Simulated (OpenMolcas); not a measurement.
**Sn²⁺: RASSCF and RASPT2 terms and fine-structure levels**

Wanted: the level scheme of Sn²⁺ from active-space wave functions, then second-order correlation under several settings.

Method: state-averaged RASSCF and RASPT2, spin-orbit coupling by RASSI with atomic mean-field integrals. Code: OpenMolcas 26.06.

## (1) The atom as given

* Species: Sn²⁺ (tin, Z = 50, 48 electrons)
* Basis: ANO-RCC-VQZP [8s7p5d3f2g], 93 functions
* Scalar Hamiltonian: DKH2, point nucleus
* Inactive shells: 1s 2s 2p 3s 3p 3d 4s 4p 4d
* Active space: 2 electrons in 9 orbitals (RAS2 5s 5p; RAS3 5d, at most 2 electrons)
* Some configurations of this space: 5p², 5s 5p, 5s²
* Orbitals: optimised for each spin and parity, averaged over the low roots

Outer shells as boxes (Hund's rule):

5p2
```
5p [↑ ][↑ ][  ]
```

5s 5p
```
5s [↑ ]
5p [↑ ][  ][  ]
```

5s2
```
5s [↑↓]
```

The work runs as a chain of OpenMolcas steps in one folder; each step below is one input file. Labels, J, g values, rates, χT and fits are worked out afterwards by a script from the matrices that RASSI stores.

## (2) GATEWAY and SEWARD: basis and integrals

Contents of a.inp:

```
&GATEWAY
Coord
1

Sn 0.0 0.0 0.0
Basis=ANO-RCC-VQZP
Group=XYZ
NoMove
AngMom=0.0 0.0 0.0
AMFI
&SEWARD
```

## (3) Start orbitals from a smaller active space

Contents of a.inp:

```
&RASSCF
FileOrb=start.orb
Symmetry=1
Spin=3
nActEl=2 0 0
Inactive=14 9
Ras2=1 3
CIRoot=3 3 1
SDav=3
CIMx=300
Iter=120 100
PrWF=0.3
OrbListing=Nothing
MaxOrb=0
Atom
>>> COPY $Project.JobIph JOBPRE
```

## (4) RASSCF: triplets of even parity, 3 roots

Contents of a.inp:

```
&RASSCF
FileOrb=start.orb
Symmetry=1
Spin=3
nActEl=2 0 2
Inactive=14 9
Ras2=1 3
Ras3=5 0
CIRoot=3 3 1
SDav=18
CIMx=300
Iter=120 100
PrWF=0.3
OrbListing=Nothing
MaxOrb=0
Thrs=2.0e-7 1.0e-1 5.0e-4
Atom
>>> COPY $Project.JobIph JOB001
```

## (5) Reference wave functions, singlets of even parity, 7 roots

Contents of a.inp:

```
&RASSCF
FileOrb=start.orb
Symmetry=1
Spin=1
nActEl=2 0 2
Inactive=14 9
Ras2=1 3
Ras3=5 0
CIRoot=7 7 1
SDav=27
CIMx=300
Iter=120 100
PrWF=0.3
OrbListing=Nothing
MaxOrb=0
Thrs=2.0e-7 1.0e-1 5.0e-4
Atom
>>> COPY $Project.JobIph JOB002
```

## (6) Reference wave functions, triplets of odd parity, 3 roots

Contents of a.inp:

```
&RASSCF
FileOrb=start.orb
Symmetry=2
Spin=3
nActEl=2 0 2
Inactive=14 9
Ras2=1 3
Ras3=5 0
CIRoot=3 3 1
SDav=18
CIMx=300
Iter=120 100
PrWF=0.3
OrbListing=Nothing
MaxOrb=0
Thrs=2.0e-7 1.0e-1 5.0e-4
Atom
>>> COPY $Project.JobIph JOB003
```

## (7) Reference wave functions, singlets of odd parity, 3 roots

a.inp: that of step 6 with these lines changed.

```diff
@@ -3,3 +3,3 @@
 Symmetry=2
-Spin=3
+Spin=1
 nActEl=2 0 2
@@ -17,2 +17,2 @@
 Atom
->>> COPY $Project.JobIph JOB003
+>>> COPY $Project.JobIph JOB004
```

## (8) RASSI: spin-orbit coupling between the states

Contents of a.inp:

```
&RASSI
NrOfJobIphs=4 3 7 3 3
1 2 3
1 2 3 4 5 6 7
1 2 3
1 2 3
IphNames
JOB001
JOB002
JOB003
JOB004
EJob
SpinOrbit
DIPRint=1.0
SOCoupling=1000.0
Subsets=2
MEES
Property=10
'ANGMOM' 1 'ANGMOM' 2 'ANGMOM' 3 'MLTPL  1' 1 'MLTPL  1' 2 'MLTPL  1' 3
'AMFI' 1 'AMFI' 2 'AMFI' 3 'MLTPL  2' 6
SOProperty=3
'ANGMOM' 1 'ANGMOM' 2 'ANGMOM' 3
```

## (9) CASPT2: IPEA 0.25, imaginary shift 0.1 (closed shells correlated: 4d)

Contents of a.inp:

```
>>> COPY JOB001 $Project.JobIph
&CASPT2
Multistate=3 1 2 3
Frozen=9 9
IPEA=0.25
Imaginary=0.1
MaxIter=60
WThr=0.0 0.3 0.05
PrWF=0.5
NoMix
>>> COPY JOB002 $Project.JobIph
&CASPT2
Multistate=7 1 2 3 4 5 6 7
Frozen=9 9
IPEA=0.25
Imaginary=0.1
MaxIter=60
WThr=0.0 0.3 0.05
PrWF=0.5
NoMix
>>> COPY JOB003 $Project.JobIph
&CASPT2
Multistate=3 1 2 3
Frozen=9 9
IPEA=0.25
Imaginary=0.1
MaxIter=60
WThr=0.0 0.3 0.05
PrWF=0.5
NoMix
>>> COPY JOB004 $Project.JobIph
&CASPT2
Multistate=3 1 2 3
Frozen=9 9
IPEA=0.25
Imaginary=0.1
MaxIter=60
WThr=0.0 0.3 0.05
PrWF=0.5
NoMix
```

## (10) CASPT2: IPEA 0, imaginary shift 0.1 (closed shells correlated: 4d), extended multistate

Contents of a.inp:

```
>>> COPY JOB001 $Project.JobIph
&CASPT2
XMultistate=3 1 2 3
Frozen=9 9
IPEA=0.0
Imaginary=0.1
MaxIter=60
WThr=0.0 0.3 0.05
PrWF=0.5
NoMix
>>> COPY JOB002 $Project.JobIph
&CASPT2
XMultistate=7 1 2 3 4 5 6 7
Frozen=9 9
IPEA=0.0
Imaginary=0.1
MaxIter=60
WThr=0.0 0.3 0.05
PrWF=0.5
NoMix
>>> COPY JOB003 $Project.JobIph
&CASPT2
XMultistate=3 1 2 3
Frozen=9 9
IPEA=0.0
Imaginary=0.1
MaxIter=60
WThr=0.0 0.3 0.05
PrWF=0.5
NoMix
>>> COPY JOB004 $Project.JobIph
&CASPT2
XMultistate=3 1 2 3
Frozen=9 9
IPEA=0.0
Imaginary=0.1
MaxIter=60
WThr=0.0 0.3 0.05
PrWF=0.5
NoMix
```

(Steps that only read results are left out.)

Q: Predict the outcome of this session. Wanted: lowest level; first excited level; spin-orbit lowering of the lowest level; strongest of the lines computed, by gA, at RASSCF energies.

**Answer**, as computed:

| quantity | value |
| --- | --- |
| method | SS-RASPT2, IPEA 0.25, imaginary shift 0.1 (closed shells correlated: 4d) |
| lowest level | 5s² ¹S₀, 100 % of that term |
| ground level listed by NIST | 1S0 |
| first excited level | 5s 5p ³P°₀ at 53920 cm⁻¹ |
| spin-orbit lowering of the lowest level | 4.9 cm⁻¹ |
| strongest of the lines computed, by gA, at RASSCF energies | 5p² ³P₂ → 5s 5p ³P°₂, 133 nm, A = 2.07e+09 s⁻¹ |

Cost and accuracy by method:

```csv
method,time of its own steps,time with the reference,mean absolute difference from the measured levels (cm-1)
A. RASSCF,26 s,26 s,4800
"B. SS-RASPT2, IPEA 0.25, imaginary shift 0.1, +4d",12 s,38 s,640
"C. XMS-RASPT2, IPEA 0, imaginary shift 0.1, +4d",9.5 s,36 s,1100
```

Times are of one thread on a shared host.

In words: Method B lies closest to the measured levels (640 cm⁻¹ on average) and A farthest (4800). Only the configurations of the active space and the roots asked for are present. Not all states of the active space went into the spin-orbit step. CASPT2 does not keep the components of a term degenerate, and the means are used. The levels of the extra active shells were not computed. Levels of other configurations are missing from the list.
